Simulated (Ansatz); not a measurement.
GaGe3:

```
CELL_PARAMETERS angstrom
4.27847 0.00000 0.00000
0.00000 4.27847 0.00000
0.00000 0.00000 4.27847
ATOMIC_POSITIONS crystal
Ge 0.50000 0.50000 0.00000
Ge 0.50000 0.00000 0.50000
Ge 0.00000 0.50000 0.50000
Ga 0.00000 0.00000 0.00000
```

The cell comes from a database or a generator and needn't be the stable form of this composition.

| Property | Result |
| --- | --- |
| Program | Ansatz 0.2.0 |
| Task | single point |
| Functional | PBEsol |
| Potentials or basis | all-electron LAPW, scalar-relativistic |
| Cutoff | 186 eV (chosen from the basis error) |
| Basis error allowed | 0.001 eV/atom |
| k mesh | 6 × 6 × 6 |
| Occupations | fermi-dirac, width 0.05 eV |
| Spin | no spin polarisation |

On this cell: pressure -3.4 GPa; largest force zero by symmetry; band gap on the k mesh none (metal or under the smearing width).

The same run follows on a disturbed copy (atoms moved at random, drawn with an rms of 0.05 Å):

```
Ge Ga
1.0
     4.27847    0.00000    0.00000
     0.00000    4.27847    0.00000
     0.00000    0.00000    4.27847
Ge Ga
3 1
Direct
  0.50060 0.49937 0.99202
  0.51509 0.99312 0.49466
  0.01245 0.49265 0.49997
  0.00368 0.00652 0.00590
```

**Question.** What does the disturbed cell give?

**Answer.** The energy (extrapolated to zero smearing) moves by -0.1 meV/atom; pressure -3.4 GPa; largest force 0.110 eV/Å; band gap on the k mesh none (metal or under the smearing width).

Forces in eV/Å, atoms in the order of the input:
```
Ge  -0.071  0.078 -0.032
Ge   0.043 -0.040  0.014
Ge   0.018  0.024  0.057
Ga   0.010 -0.061 -0.039
```

Stress tensor (GPa, compression positive):
```
-3.39  0.02 -0.03
 0.02 -3.45  0.01
-0.03  0.01 -3.35
```
